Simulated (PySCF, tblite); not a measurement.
**C4H10FNSi2: geometry, infrared bands and NMR shifts**

Aim: predict the infrared bands and NMR shifts of C4H10FNSi2 (`N#CC([SiH3])([SiH3])CCF`).

The runs use tblite 0.8.0 and PySCF 2.14.0, with density-fitted response routines of our own; the level of theory stands in each step. All values are computed, except where a source is named. Atoms are numbered from 0 throughout.

### 1 Starting geometry

18 atoms, charge 0, multiplicity 1; geometry from: force field or distance geometry start.

Bonds of the start (Å): N0–C1 1.15, C1–C2 1.49, C2–Si3 1.92, C2–Si4 1.89, C2–C5 1.54, C5–C6 1.53, C6–F7 1.36, Si3–H8 1.47, Si3–H9 1.49, Si3–H10 1.49, Si4–H11 1.48, Si4–H12 1.49, Si4–H13 1.49, C5–H14 1.11, C5–H15 1.10, C6–H16 1.09, C6–H17 1.10.

### 2 Optimising the geometry with GFN2-xTB

What the job is given:

```
{"job": {"kind": "relax", "xc": "GFN2-xTB", "basis": "xTB"}, "charge": 0, "multiplicity": 1}
N     -0.324600    -0.647000    -2.815000
C     -0.360400    -0.359000    -1.698300
C     -0.336100    -0.048800    -0.246000
Si    -2.087600    -0.443600     0.444500
Si    -0.312400     1.823900     0.013400
C      0.751400    -0.874800     0.473700
C      2.184400    -0.640700    -0.017800
F      2.567500     0.624900     0.307000
H     -3.164600     0.252600    -0.275900
H     -2.319100    -1.915100     0.343200
H     -2.153200    -0.122000     1.898800
H     -0.248300     2.147100     1.456700
H     -1.512500     2.492700    -0.562900
H      0.873900     2.422100    -0.666000
H      0.731300    -0.650900     1.556000
H      0.538500    -1.945400     0.377700
H      2.291500    -0.775800    -1.090100
H      2.871600    -1.334000     0.489200
```

Run with:

```console
$ OMP_NUM_THREADS=1 python probes_run.py task.json out
```

The driver reads the jobs from task.json and runs them one after another.

**Question.** This job is followed by: GFN2-xTB harmonic vibrations, gas phase; GIAO PBE0/pcSseg-1 NMR shielding, non-relativistic, gas phase. What will the session give for the following? strongest single infrared mode (GFN2-xTB); zero-point energy (GFN2-xTB); ¹³C shifts against TMS (PBE0/pcSseg-1); ¹H shifts against TMS (PBE0/pcSseg-1, means over atoms taken as alike); ¹⁵N shifts against NH3 (PBE0/pcSseg-1); ²⁹Si shifts against TMS (PBE0/pcSseg-1, means over atoms taken as alike); ¹⁹F shifts against CFCl3 (PBE0/pcSseg-1).

As calculated:

| quantity | value |
| --- | --- |
| strongest single infrared mode (GFN2-xTB) | 777 cm⁻¹, 574 km/mol |
| zero-point energy (GFN2-xTB) | 76.4 kcal/mol |
| ¹³C shifts against TMS (PBE0/pcSseg-1) | 127.2, 85.6, 38.4, 0.3 ppm |
| ¹H shifts against TMS (PBE0/pcSseg-1, means over atoms taken as alike) | 5.13, 4.13, 1.92 ppm |
| ¹⁵N shifts against NH3 (PBE0/pcSseg-1) | 297.6 ppm |
| ²⁹Si shifts against TMS (PBE0/pcSseg-1, means over atoms taken as alike) | -53.0 ppm |
| ¹⁹F shifts against CFCl3 (PBE0/pcSseg-1) | -240.4 ppm |

What this shows: Over 74 steps the energy fell by 0.306 eV; of the close pairs, C1–C2 changed most, 1.485 to 1.423 Å. All 48 modes are real, so the xTB geometry is a minimum. Unscaled tight-binding wavenumbers are off by several per cent, some by more. Its intensities can rank the bands wrongly. H16, H17 (mean) (hydrogen on an sp3 CH2 bonded to F) lies farthest downfield among hydrogen, at 5.13 ppm; its carbon carries F, an electronegative neighbour. At PBE0/pcSseg-1: The widest tensor belongs to N0: span 491 ppm, with a paramagnetic part of -372 ppm.
